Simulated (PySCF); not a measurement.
# ReH5: relaxation and vibrations of the singlet

The task is one start of a wider search on ReH5: the singlet, built as trigonal bipyramidal. It is relaxed, tested by its Hessian and followed downhill if it is a saddle.

Computed with PySCF 2.14.0. Level: PBE0, basis Re def2-TZVP with ECP60, H def2-TZVP, scalar-relativistic core potentials, no spin–orbit coupling, density fitting.

## (1) Where the work starts

6 atoms, charge 0, spin multiplicity 1.

Bond lengths: Re1–H2 1.630 Å, Re1–H3 1.630 Å, Re1–H4 1.630 Å, Re1–H5 1.630 Å, Re1–H6 1.630 Å. Angles: H2–Re1–H3 180.0°, H2–Re1–H4 90.0°, H2–Re1–H5 90.0°, H2–Re1–H6 90.0°, H3–Re1–H4 90.0°, H3–Re1–H5 90.0°, H3–Re1–H6 90.0°, H4–Re1–H5 120.0°, H4–Re1–H6 120.0°, H5–Re1–H6 120.0°.

```xyz
6
charge 0 multiplicity 1
Re    0.0000    0.0000    0.0000
H     0.0000    0.0000    1.6300
H     0.0000    0.0000   -1.6300
H     1.6300    0.0000    0.0000
H    -0.8150    1.4116    0.0000
H    -0.8150   -1.4116    0.0000
```

## (2) Relaxation: trigonal bipyramidal start, singlet

One driver script runs all steps and calls PySCF; scf.py shows how it sets up the SCF of each step. The optimiser is the driver's own. Before each start the driver seeks the lowest SCF state from one or more starting densities and follows internal instabilities, so scf.py alone need not reach the same state.

The program finds D3h symmetry in the start, which this walk keeps. The walk stops when the largest gradient is under 0.0003 Eh/bohr and the energy has settled too.

File scf.py:

```python
from pyscf import gto, scf, dft
mol = gto.M(atom='''
Re    -0.000000     0.000000    -0.000000
H      0.000000    -0.000000     1.630000
H     -0.000000     0.000000    -1.630000
H      1.629988     0.000011    -0.000000
H     -0.815003     1.411605     0.000000
H     -0.814985    -1.411616    -0.000000''',
    basis={'Re': 'def2-TZVP', 'H': 'def2-TZVP'},
    ecp={'Re': 'def2-TZVP'},
    charge=0, spin=0)
mf = dft.RKS(mol, xc='PBE0')
mf.grids.atom_grid = (50, 194)
aux = {'Re': 'def2-universal-JKFIT', 'H': 'def2-universal-JKFIT'}
mf = mf.density_fit(auxbasis=aux)
mf.kernel()
```

The runs that follow: Relaxing without the symmetry constraint; Hessian and properties; Leaving the saddle point; Is it a minimum? Harmonic modes; Following the imaginary mode; Is it a minimum? Harmonic modes.

What does the calculation give? Wanted: minimum; geometry; wavenumbers; dipole moment; highest occupied, lowest empty level; polar-tensor charge of Re1; zero-point energy; atomisation energy.

**Answer**, as computed:

| quantity | value |
| --- | --- |
| minimum | singlet, Cs |
| geometry | Re–H 1.602 Å (×2), Re–H 1.633 Å, Re–H 1.647 Å (×2); H–Re–H 50.9°, H–Re–H 65.1° (×2), H–Re–H 79.2° (×2), H–Re–H 108.7° (×2), H–Re–H 118.7° (×2), H–Re–H 119.3° |
| wavenumbers (cm⁻¹) | 229 (a''), 352 (a'), 776 (a'), 883 (a''), 926 (a'), 976 (a''), 989 (a'), 2132 (a''), 2136 (a'), 2153 (a'), 2268 (a'), 2301 (a'') |
| dipole moment | 2.16 D |
| highest occupied, lowest empty level | -5.77, -2.16 eV |
| polar-tensor charge of Re1 | +0.52 e |
| zero-point energy | 96.4 kJ/mol |
| entropy at 298.15 K | 265.8 J/(mol K) |
| atomisation energy (no zero-point energy) | 1272 kJ/mol |

What this shows: From D3h at the start the molecule goes to a Cs minimum. The strongest infrared band lies at 2132 cm⁻¹ (a'', stretch). Other starts or spin states, not run here, may lie lower. A two-component treatment could change these values noticeably.
